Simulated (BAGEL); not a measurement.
# Si3NH9 (trisilylamine): a chain of runs

Aim: a series of 15 runs (PBE0/def2-SV(P), RI-MP2/def2-SV(P)) of H9NSi3. 

The results are computed with BAGEL 1.2.2.

## (1) Starting point

Si3NH9 has 13 atoms, charge 0, and is taken as a singlet. SMILES: `[SiH3]N([SiH3])[SiH3]`. One bond was lengthened or shortened from a relaxed shape.

Bond lengths: Si1–N2 1.475 Å, N2–Si3 1.735 Å, N2–Si4 1.735 Å, Si1–H5 1.488 Å, Si1–H6 1.487 Å, Si1–H7 1.487 Å, Si3–H8 1.487 Å, Si3–H9 1.487 Å, Si3–H10 1.488 Å, Si4–H11 1.487 Å, Si4–H12 1.488 Å, Si4–H13 1.487 Å. Some angles: Si1–N2–Si3 120.0°, Si1–N2–Si4 120.0°, Si3–N2–Si4 120.0°, N2–Si1–H5 107.2°, N2–Si1–H6 111.4°, N2–Si1–H7 111.4°, N2–Si3–H8 111.4°, N2–Si3–H9 111.4°, N2–Si3–H10 107.2°, N2–Si4–H11 111.4°.

## (2) A single-point energy at PBE0/def2-SV(P) (density fitting with svp-jkfit) (run 1)

The input, dft.json:

```json
{ "bagel" : [

{
  "title" : "molecule",
  "basis" : "def2-sv_p_.json",
  "df_basis" : "svp-jkfit",
  "angstrom" : true,
  "geometry" : [
    { "atom" : "Si", "xyz" : [      -0.441635,       1.224605,      -0.693419 ] },
    { "atom" : "N", "xyz" : [      -0.000690,      -0.000090,       0.000350 ] },
    { "atom" : "Si", "xyz" : [       0.784860,       0.112060,       1.543580 ] },
    { "atom" : "Si", "xyz" : [      -0.265590,      -1.552910,      -0.727470 ] },
    { "atom" : "H", "xyz" : [      -1.070295,       0.803145,      -1.974279 ] },
    { "atom" : "H", "xyz" : [      -1.434935,       1.979595,       0.115241 ] },
    { "atom" : "H", "xyz" : [       0.703665,       2.127385,      -0.982959 ] },
    { "atom" : "H", "xyz" : [       0.020170,      -0.607680,       2.596110 ] },
    { "atom" : "H", "xyz" : [       2.158120,      -0.455830,       1.496860 ] },
    { "atom" : "H", "xyz" : [       0.862760,       1.555850,       1.894200 ] },
    { "atom" : "H", "xyz" : [      -1.713780,      -1.813530,      -0.940290 ] },
    { "atom" : "H", "xyz" : [       0.285610,      -2.575110,       0.202450 ] },
    { "atom" : "H", "xyz" : [       0.422990,      -1.661990,      -2.040670 ] }
  ]
},

{ "title" : "ks", "xc_func" : "pbe0" },

{ "title" : "print", "file" : "orbitals.molden", "orbitals" : true }

]}
```

The basis set def2-SV(P) is read from a file made from the Basis Set Exchange's data (not shown).

Run with:

```bash
$ BAGEL_NUM_THREADS=1 BAGEL dft.json > dft.out
```

What it wrote:

```text
* using 1 threads per process

  ===============================================================
  ===============================================================

  *** Geometry ***

  { "atom" : "Si", "xyz" : [     -0.834569,      2.314168,     -1.310372 ] },
  { "atom" : "N", "xyz" : [     -0.001304,     -0.000170,      0.000661 ] },
  { "atom" : "Si", "xyz" : [      1.483170,      0.211763,      2.916943 ] },
  { "atom" : "Si", "xyz" : [     -0.501892,     -2.934575,     -1.374719 ] },
  { "atom" : "H", "xyz" : [     -2.022564,      1.517724,     -3.730847 ] },
  { "atom" : "H", "xyz" : [     -2.711634,      3.740892,      0.217774 ] },
[... 5 lines of this table left out ...]
  { "atom" : "H", "xyz" : [      0.539725,     -4.866253,      0.382575 ] },
  { "atom" : "H", "xyz" : [      0.799335,     -3.140706,     -3.856307 ] },

  Number of auxiliary basis functions:      623

  Since a DF basis is specified, we compute 2- and 3-index integrals:
    o Being stored without compression. Storage requirement is 0.037 GB

  Number of basis functions:       86
  Number of electrons      :       58

    * METHOD: MOLECULE                             0.41

  *** Kohn-Sham DFT ***

    * Removing 25006 points whose weight is below 1.00e-10
    * Grid points: 168772

  === Nuclear Repulsion ===
   305.2299221640

       - DIIS with orbital gradients will be used.

  === KS iteration (pbe0 / def2-sv_p_.json) ===
      0       -847.78114868          0.24105641           0.69
      1       -901.73619344          0.08633821           0.68
      2       -875.02140227          0.21751563           0.68
      3       -900.18072713          0.14411974           0.69
      4       -914.66695183          0.15183402           0.68
      5       -910.44763696          0.14783634           0.67
[... 26 lines of this table left out ...]
     32       -927.84944525          0.00000001           0.75
     33       -927.84944526          0.00000000           0.74
    * SCF iteration converged.

    * Permanent dipole moment:
           (   -0.154780,     0.410368,    -0.245669) a.u.

    * METHOD: KS                                  24.92

    * METHOD: PRINT                                0.02

  ===============================================================
```

Wall time 26 s (1 thread of Arm Neoverse V1, shared host); peak memory 0.7 GiB.

## (3) Bond 2-1 at 1.735 A: the energy at RI-MP2/def2-SV(P) (density fitting with svp-jkfit) (run 2)

The input, input.json:

```json
{ "bagel": [

{
  "title": "molecule",
  "basis": "def2-sv_p_.json",
  "df_basis": "svp-jkfit",
  "angstrom": true,
  "geometry": [
    { "atom": "Si", "xyz": [   -0.519451,    1.440732,   -0.815851 ] },
    { "atom": "N", "xyz": [   -0.000690,   -0.000090,    0.000350 ] },
    { "atom": "Si", "xyz": [    0.784860,    0.112060,    1.543580 ] },
    { "atom": "Si", "xyz": [   -0.265590,   -1.552910,   -0.727470 ] },
    { "atom": "H", "xyz": [   -1.148111,    1.019272,   -2.096711 ] },
    { "atom": "H", "xyz": [   -1.512751,    2.195722,   -0.007191 ] },
    { "atom": "H", "xyz": [    0.625849,    2.343512,   -1.105391 ] },
    { "atom": "H", "xyz": [    0.020170,   -0.607680,    2.596110 ] },
    { "atom": "H", "xyz": [    2.158120,   -0.455830,    1.496860 ] },
    { "atom": "H", "xyz": [    0.862760,    1.555850,    1.894200 ] },
    { "atom": "H", "xyz": [   -1.713780,   -1.813530,   -0.940290 ] },
    { "atom": "H", "xyz": [    0.285610,   -2.575110,    0.202450 ] },
    { "atom": "H", "xyz": [    0.422990,   -1.661990,   -2.040670 ] }
  ]
},
{ "title": "hf" },
{ "title": "mp2", "ncore": 16 }

]}
```

The basis set def2-SV(P) is read from a file made from the Basis Set Exchange's data (not shown).

Run with:

```bash
$ BAGEL_NUM_THREADS=1 BAGEL input.json > input.out
```

What it wrote:

```text
* using 1 threads per process

  ===============================================================
  ===============================================================

  *** Geometry ***

  { "atom" : "Si", "xyz" : [     -0.981620,      2.722589,     -1.541735 ] },
  { "atom" : "N", "xyz" : [     -0.001304,     -0.000170,      0.000661 ] },
  { "atom" : "Si", "xyz" : [      1.483170,      0.211763,      2.916943 ] },
[... 9 lines of this table left out ...]
  { "atom" : "H", "xyz" : [      0.799335,     -3.140706,     -3.856307 ] },

  Number of auxiliary basis functions:      623

  Since a DF basis is specified, we compute 2- and 3-index integrals:
    o Being stored without compression. Storage requirement is 0.037 GB

  Number of basis functions:       86
  Number of electrons      :       58

    * METHOD: MOLECULE                             0.42

  *** RHF ***

  === Nuclear Repulsion ===
   292.4861549924

      * DIIS with orbital gradients will be used.

  === RHF iteration (def2-sv_p_.json) ===
      0       -926.05933379          0.01420570           0.15
      1       -926.16494055          0.00921246           0.15
      2       -926.20883861          0.00146095           0.15
[... 7 lines of this table left out ...]
     10       -926.21093498          0.00000000           0.15
    * SCF iteration converged.

    * Permanent dipole moment:
           (   -0.000329,     0.000173,    -0.000303) a.u.

    * METHOD: HF                                   1.93

  *** RHF ***

  === Nuclear Repulsion ===
   292.4861549924

      * DIIS with orbital gradients will be used.

  === RHF iteration (def2-sv_p_.json) ===
      0       -926.21093498          0.00000000           0.15
    * SCF iteration converged.

    * Permanent dipole moment:
           (   -0.000329,     0.000173,    -0.000303) a.u.

  === DF-MP2 calculation ===

    * freezing 16 orbitals
    * 3-index integral transformation done
    * assembly done

      MP2 correlation energy:   -0.4008218526      0.06

      MP2 total energy:       -926.6117568326

    * METHOD: MP2                                  0.38

  ===============================================================
```

It took 2.9 s on 1 thread of Arm Neoverse V1, shared host; peak memory 0.16 GiB.

Runs 3 to 7 aren't shown in full; the table further down has their settings and results.

## (4) Bond 2-1 at 2.776 A: a single-point energy at RI-MP2/def2-SV(P) (density fitting with svp-jkfit) (run 8)

The input, input.json:

```json
{ "bagel": [

{
  "title": "molecule",
  "basis": "def2-sv_p_.json",
  "df_basis": "svp-jkfit",
  "angstrom": true,
  "geometry": [
    { "atom": "Si", "xyz": [   -0.830713,    2.305242,   -1.305581 ] },
    { "atom": "N", "xyz": [   -0.000690,   -0.000090,    0.000350 ] },
    { "atom": "Si", "xyz": [    0.784860,    0.112060,    1.543580 ] },
    { "atom": "Si", "xyz": [   -0.265590,   -1.552910,   -0.727470 ] },
    { "atom": "H", "xyz": [   -1.459373,    1.883782,   -2.586441 ] },
    { "atom": "H", "xyz": [   -1.824013,    3.060232,   -0.496921 ] },
    { "atom": "H", "xyz": [    0.314587,    3.208022,   -1.595121 ] },
    { "atom": "H", "xyz": [    0.020170,   -0.607680,    2.596110 ] },
    { "atom": "H", "xyz": [    2.158120,   -0.455830,    1.496860 ] },
    { "atom": "H", "xyz": [    0.862760,    1.555850,    1.894200 ] },
    { "atom": "H", "xyz": [   -1.713780,   -1.813530,   -0.940290 ] },
    { "atom": "H", "xyz": [    0.285610,   -2.575110,    0.202450 ] },
    { "atom": "H", "xyz": [    0.422990,   -1.661990,   -2.040670 ] }
  ]
},
{
  "title": "hf"
},
{
  "title": "mp2",
  "ncore": 16
}

]}
```

The basis set def2-SV(P) is read from a file made from the Basis Set Exchange's data (not shown).

Run with:

```bash
$ BAGEL_NUM_THREADS=1 BAGEL input.json > input.out
```

What it wrote:

```text
* using 1 threads per process

  ===============================================================
  ===============================================================

  *** Geometry ***

  { "atom" : "Si", "xyz" : [     -1.569820,      4.356276,     -2.467191 ] },
  { "atom" : "N", "xyz" : [     -0.001304,     -0.000170,      0.000661 ] },
  { "atom" : "Si", "xyz" : [      1.483170,      0.211763,      2.916943 ] },
[... 9 lines of this table left out ...]
  { "atom" : "H", "xyz" : [      0.799335,     -3.140706,     -3.856307 ] },

  Number of auxiliary basis functions:      623

  Since a DF basis is specified, we compute 2- and 3-index integrals:
    o Being stored without compression. Storage requirement is 0.037 GB

  Number of basis functions:       86
  Number of electrons      :       58

    * METHOD: MOLECULE                             0.41

  *** RHF ***

  === Nuclear Repulsion ===
   258.6866089378

      * DIIS with orbital gradients will be used.

  === RHF iteration (def2-sv_p_.json) ===
      0       -925.82266372          0.01776196           0.13
      1       -925.88636336          0.01743918           0.13
      2       -926.06171630          0.00172204           0.13
[... 9 lines of this table left out ...]
     12       -926.06544045          0.00000001           0.14
    * SCF iteration converged.

    * Permanent dipole moment:
           (    0.573918,    -1.563515,     0.906934) a.u.

    * METHOD: HF                                   2.01

  *** RHF ***

  === Nuclear Repulsion ===
   258.6866089378

      * DIIS with orbital gradients will be used.

  === RHF iteration (def2-sv_p_.json) ===
      0       -926.06544045          0.00000000           0.14
    * SCF iteration converged.

    * Permanent dipole moment:
           (    0.573918,    -1.563514,     0.906934) a.u.

  === DF-MP2 calculation ===

    * freezing 16 orbitals
    * 3-index integral transformation done
    * assembly done

      MP2 correlation energy:   -0.4160655345      0.06

      MP2 total energy:       -926.4815059824

    * METHOD: MP2                                  0.35

  ===============================================================
```

It took 2.9 s on 1 thread of Arm Neoverse V1, shared host; peak memory 0.16 GiB.

Runs 9 to 14 aren't shown in full; the table further down has their settings and results.

## (5) Bond 2-1 at 4.859 A: the energy at PBE0/def2-SV(P) (density fitting with svp-jkfit) (run 15)

The input, input.json:

```json
{ "bagel": [

{
  "title": "molecule",
  "basis": "def2-sv_p_.json",
  "df_basis": "svp-jkfit",
  "angstrom": true,
  "geometry": [
    { "atom": "Si", "xyz": [      -1.453208,       4.034179,      -2.284995 ] },
    { "atom": "N", "xyz": [      -0.000690,      -0.000090,       0.000350 ] },
    { "atom": "Si", "xyz": [       0.784860,       0.112060,       1.543580 ] },
    { "atom": "Si", "xyz": [      -0.265590,      -1.552910,      -0.727470 ] },
    { "atom": "H", "xyz": [      -2.081868,       3.612719,      -3.565855 ] },
    { "atom": "H", "xyz": [      -2.446508,       4.789169,      -1.476335 ] },
    { "atom": "H", "xyz": [      -0.307908,       4.936959,      -2.574535 ] },
    { "atom": "H", "xyz": [       0.020170,      -0.607680,       2.596110 ] },
    { "atom": "H", "xyz": [       2.158120,      -0.455830,       1.496860 ] },
    { "atom": "H", "xyz": [       0.862760,       1.555850,       1.894200 ] },
    { "atom": "H", "xyz": [      -1.713780,      -1.813530,      -0.940290 ] },
    { "atom": "H", "xyz": [       0.285610,      -2.575110,       0.202450 ] },
    { "atom": "H", "xyz": [       0.422990,      -1.661990,      -2.040670 ] }
  ]
},

{ "title": "ks", "xc_func": "pbe0" },

{ "title": "print", "file": "orbitals.molden", "orbitals": true }

]}
```

The basis set def2-SV(P) is read from a file made from the Basis Set Exchange's data (not shown).

Run with:

```bash
$ BAGEL_NUM_THREADS=1 BAGEL input.json > input.out
```

What it wrote:

```text
* using 1 threads per process

  ===============================================================
  ===============================================================

  *** Geometry ***

  { "atom" : "Si", "xyz" : [     -2.746165,      7.623493,     -4.318015 ] },
  { "atom" : "N", "xyz" : [     -0.001304,     -0.000170,      0.000661 ] },
  { "atom" : "Si", "xyz" : [      1.483170,      0.211763,      2.916943 ] },
  { "atom" : "Si", "xyz" : [     -0.501892,     -2.934575,     -1.374719 ] },
  { "atom" : "H", "xyz" : [     -3.934160,      6.827049,     -6.738489 ] },
  { "atom" : "H", "xyz" : [     -4.623230,      9.050218,     -2.789869 ] },
[... 5 lines of this table left out ...]
  { "atom" : "H", "xyz" : [      0.539725,     -4.866253,      0.382575 ] },
  { "atom" : "H", "xyz" : [      0.799335,     -3.140706,     -3.856307 ] },

  Number of auxiliary basis functions:      623

  Since a DF basis is specified, we compute 2- and 3-index integrals:
    o Being stored without compression. Storage requirement is 0.037 GB

  Number of basis functions:       86
  Number of electrons      :       58

    * METHOD: MOLECULE                             0.40

  *** Kohn-Sham DFT ***

    * Removing 20763 points whose weight is below 1.00e-10
    * Grid points: 173015

  === Nuclear Repulsion ===
   225.6735159922

       - DIIS with orbital gradients will be used.

  === KS iteration (pbe0 / def2-sv_p_.json) ===
      0       -879.00390871          0.14213261           0.77
      1       -627.85959278          0.10305066           0.77
      2       -762.22794676          0.11758242           0.77
      3       -903.62773691          0.07669243           0.77
      4       -908.73802436          0.07149736           0.76
      5       -912.96164347          0.04746690           0.77
[... 49 lines of this table left out ...]
     55       -927.67835026          0.00000004           0.76
     56       -927.67835026          0.00000001           0.76
    * SCF iteration converged.

    * Permanent dipole moment:
           (    0.543680,    -1.376432,     0.852479) a.u.

    * METHOD: KS                                  44.94

    * METHOD: PRINT                                0.02

  ===============================================================
```

Wall time 46 s (1 thread of Arm Neoverse V1, shared host); peak memory 0.72 GiB.

## (6) All runs side by side

```tsv
run	level	frozen core orbitals	partner	energy (Eh)	dipole moment (D)	HOMO energy (eV)	LUMO energy (eV)	wall time
1	PBE0/def2-SV(P) (density fitting with svp-jkfit)	–	bond 2-1 at 1.475 A	-927.849445	1.28	-7.78	0.03	26 s
2	RI-MP2/def2-SV(P) (density fitting with svp-jkfit)	16	bond 2-1 at 1.735 A	-926.611757	–	–	–	2.9 s
3	PBE0/def2-SV(P) (density fitting with svp-jkfit)	–	bond 2-1 at 1.735 A	-927.909183	0.00	-7.61	0.00	19 s
4	RI-MP2/def2-SV(P) (density fitting with svp-jkfit)	16	bond 2-1 at 1.996 A	-926.594562	–	–	–	2.8 s
5	PBE0/def2-SV(P) (density fitting with svp-jkfit)	–	bond 2-1 at 1.996 A	-927.891120	1.21	-7.27	-0.42	19 s
6	RI-MP2/def2-SV(P) (density fitting with svp-jkfit)	16	bond 2-1 at 2.343 A	-926.542699	–	–	–	3 s
7	PBE0/def2-SV(P) (density fitting with svp-jkfit)	–	bond 2-1 at 2.343 A	-927.839734	2.58	-6.84	-1.82	15 s
8	RI-MP2/def2-SV(P) (density fitting with svp-jkfit)	16	bond 2-1 at 2.776 A	-926.481506	–	–	–	2.9 s
9	PBE0/def2-SV(P) (density fitting with svp-jkfit)	–	bond 2-1 at 2.776 A	-927.780047	3.80	-6.49	-3.37	16 s
10	RI-MP2/def2-SV(P) (density fitting with svp-jkfit)	16	bond 2-1 at 3.297 A	-926.429317	–	–	–	3.6 s
11	PBE0/def2-SV(P) (density fitting with svp-jkfit)	–	bond 2-1 at 3.297 A	-927.729650	4.66	-6.28	-4.45	18 s
12	RI-MP2/def2-SV(P) (density fitting with svp-jkfit)	16	bond 2-1 at 3.991 A	-926.390381	–	–	–	4.2 s
13	PBE0/def2-SV(P) (density fitting with svp-jkfit)	–	bond 2-1 at 3.991 A	-927.691743	4.77	-6.12	-5.07	35 s
14	RI-MP2/def2-SV(P) (density fitting with svp-jkfit)	16	bond 2-1 at 4.859 A	-926.375480	–	–	–	4.5 s
15	PBE0/def2-SV(P) (density fitting with svp-jkfit)	–	bond 2-1 at 4.859 A	-927.678350	4.34	-5.99	-5.22	46 s
```

## (7) What came out

```
                                  quantity          value
 bond 2-1 at 4.859 A, run 15: total energy  -927.67835 Eh
bond 2-1 at 4.859 A, run 15: dipole moment         4.34 D
  bond 2-1 at 4.859 A, run 15: HOMO energy       -5.99 eV
  bond 2-1 at 4.859 A, run 15: LUMO energy       -5.22 eV
bond 2-1 at 4.859 A, run 15: HOMO–LUMO gap        0.77 eV
```

In words: In runs 10, 11, 12, 13, 14, 15 a closed-shell determinant meets a far-stretched bond, which it describes badly. All runs together took 3.6 min, the longest 46 s.
